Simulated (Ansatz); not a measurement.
# Alloy of Ge and Sn (8 of 64 Ge sites exchanged), 64 atoms

Wanted: the relaxed alloy cell and its gap (PBEsol and r²SCAN).

All numbers are computed with Ansatz 0.2.0 (PAW, plane waves).

### 1 Starting point

64 atoms (56 Ge, 8 Sn); a = 11.559 Å, b = 11.559 Å, c = 11.559 Å, α = 90.00°, β = 90.00°, γ = 90.00°. All atoms were shaken off their sites by about 0.02 Å along each axis.

The runs, in order: (2) PBEsol cell relaxation at the single k point (¼, ¼, ¼), on 1 × NVIDIA H100 80GB HBM3 with 4 threads of AMD EPYC 7R13; (3) r²SCAN single point at the single k point (¼, ¼, ¼), on 1 × NVIDIA H100 80GB HBM3 with 4 threads of AMD EPYC 7R13.

### 2 Relaxing cell and atoms with PBEsol

in.yaml

```yaml
crystal:
  lattice:
    - [11.558523, 0.000000, 0.000000]
    - [0.000000, 11.558523, 0.000000]
    - [0.000000, 0.000000, 11.558523]
  atoms:
    - { symbol: Ge, position: [0.996811, 0.001785, 0.999049] }
    - { symbol: Ge, position: [0.999467, 0.001003, 0.495685] }
    - { symbol: Ge, position: [0.001323, 0.498757, 0.000270] }
    - { symbol: Ge, position: [0.000000, 0.500600, 0.500088] }
    - { symbol: Ge, position: [0.497480, 0.000930, 0.997886] }
    - { symbol: Ge, position: [0.498315, 0.999577, 0.498729] }
    - { symbol: Ge, position: [0.499577, 0.499026, 0.000123] }
    - { symbol: Ge, position: [0.124914, 0.123608, 0.124468] }
    - { symbol: Ge, position: [0.121957, 0.623973, 0.123029] }
    - { symbol: Ge, position: [0.120478, 0.626936, 0.621452] }
    - { symbol: Ge, position: [0.625958, 0.124783, 0.125726] }
    - { symbol: Ge, position: [0.627993, 0.127533, 0.624274] }
    - { symbol: Ge, position: [0.624959, 0.621417, 0.122927] }
    - { symbol: Ge, position: [0.625412, 0.623791, 0.628149] }
    - { symbol: Ge, position: [0.247317, 0.248293, 0.998986] }
    - { symbol: Ge, position: [0.252055, 0.248930, 0.500266] }
    - { symbol: Ge, position: [0.251330, 0.754090, 0.001114] }
    - { symbol: Ge, position: [0.250046, 0.751599, 0.499414] }
    - { symbol: Ge, position: [0.748550, 0.249625, 0.498748] }
    - { symbol: Ge, position: [0.748421, 0.745611, 0.002184] }
    - { symbol: Ge, position: [0.747998, 0.753233, 0.496445] }
    - { symbol: Ge, position: [0.374206, 0.379604, 0.123847] }
    - { symbol: Ge, position: [0.374448, 0.372722, 0.624544] }
    - { symbol: Ge, position: [0.371572, 0.875774, 0.125985] }
    - { symbol: Ge, position: [0.376676, 0.874198, 0.625414] }
    - { symbol: Ge, position: [0.875605, 0.373945, 0.126306] }
    - { symbol: Ge, position: [0.871034, 0.875740, 0.124448] }
    - { symbol: Ge, position: [0.875501, 0.874411, 0.624666] }
    - { symbol: Ge, position: [0.248371, 0.001272, 0.249911] }
    - { symbol: Ge, position: [0.249834, 0.002413, 0.748760] }
    - { symbol: Ge, position: [0.250057, 0.501174, 0.250335] }
    - { symbol: Ge, position: [0.250846, 0.497781, 0.750151] }
    - { symbol: Ge, position: [0.748039, 0.999638, 0.247107] }
    - { symbol: Ge, position: [0.752100, 0.000204, 0.752695] }
    - { symbol: Ge, position: [0.747624, 0.497098, 0.247864] }
    - { symbol: Ge, position: [0.750421, 0.501276, 0.748107] }
    - { symbol: Ge, position: [0.377192, 0.122093, 0.874762] }
    - { symbol: Ge, position: [0.374673, 0.623211, 0.375247] }
    - { symbol: Ge, position: [0.373997, 0.625810, 0.874517] }
    - { symbol: Ge, position: [0.872971, 0.125531, 0.374743] }
    - { symbol: Ge, position: [0.873374, 0.124121, 0.876527] }
    - { symbol: Ge, position: [0.876500, 0.624094, 0.872762] }
    - { symbol: Ge, position: [0.001698, 0.250170, 0.248414] }
    - { symbol: Ge, position: [0.001318, 0.247261, 0.750163] }
    - { symbol: Ge, position: [0.001928, 0.749264, 0.250375] }
    - { symbol: Ge, position: [0.000294, 0.752020, 0.746738] }
    - { symbol: Ge, position: [0.499767, 0.250015, 0.251351] }
    - { symbol: Ge, position: [0.500590, 0.750474, 0.249302] }
    - { symbol: Ge, position: [0.502560, 0.752753, 0.750270] }
    - { symbol: Ge, position: [0.122313, 0.377993, 0.376070] }
    - { symbol: Ge, position: [0.128132, 0.375467, 0.875995] }
    - { symbol: Ge, position: [0.126111, 0.876696, 0.375571] }
    - { symbol: Ge, position: [0.122879, 0.877563, 0.876050] }
    - { symbol: Ge, position: [0.622521, 0.371925, 0.374066] }
    - { symbol: Ge, position: [0.623446, 0.376781, 0.873963] }
    - { symbol: Ge, position: [0.622502, 0.876146, 0.375167] }
    - { symbol: Sn, position: [0.501863, 0.499714, 0.500142] }
    - { symbol: Sn, position: [0.125894, 0.125305, 0.625219] }
    - { symbol: Sn, position: [0.749632, 0.248287, 0.999788] }
    - { symbol: Sn, position: [0.878568, 0.374299, 0.624259] }
    - { symbol: Sn, position: [0.377066, 0.126025, 0.375852] }
    - { symbol: Sn, position: [0.874454, 0.624091, 0.374110] }
    - { symbol: Sn, position: [0.497718, 0.248021, 0.749951] }
    - { symbol: Sn, position: [0.620398, 0.877391, 0.876182] }
  symmetry: { detect: false }
kpoints:
  mp_grid: { grid: [1, 1, 1], shift: [0.25, 0.25, 0.25] }
hamiltonian:
  xc: pbesol
scf:
  occupations: { method: fermi_dirac, width: 0.01 }
relax:
  f_tol: 0.03
  max_steps: 80
  escape_saddle: false
  adjacent_minimum: "off"
  cell: { fix: [shape] }
output:
  forces: true
  eigenvalues: true
  populations: true
```

Started as:

```sh
> ansatz run in.yaml --threads 4 --pin off --max-ram 42750MiB --runs-dir r --events-out ev --progress --plain --backend cuda --devices 0, --max-vram 37GiB
```

The runs that follow: Single point with r²SCAN.

**Question.** What will these runs give? Wanted: for each run, top filled to lowest empty.

As calculated:

```
             level        time  top filled to lowest empty (eV)
PBEsol, relaxation  14 s (GPU)                             0.36
            r²SCAN  12 s (GPU)                             0.72
```

| quantity | value |
| --- | --- |
| relaxation | 6 recorded steps, 2.66 eV gained |
| largest shift | 0.17 Å (Ge30 and others alike) |
| relaxed cell | a = 11.568 Å, b = 11.568 Å, c = 11.568 Å, α = 90.00°, β = 90.00°, γ = 90.00° |
| mean bonds | Ge–Ge 2.470, Ge–Sn 2.615 Å |

**In words.** The relaxation lowers the energy by 2.66 eV; the largest shift is 0.17 Å (Ge30 and others alike), while the volume changes by +0.2 %. The mean lengths of the listed bonds run from Ge–Ge 2.47 Å to Ge–Sn 2.62 Å. Spin–orbit coupling is left out, which matters for the band edges of the heavier elements here. With one k point the spacing samples only the states that fold onto it, so it can exceed the gap over the zone.
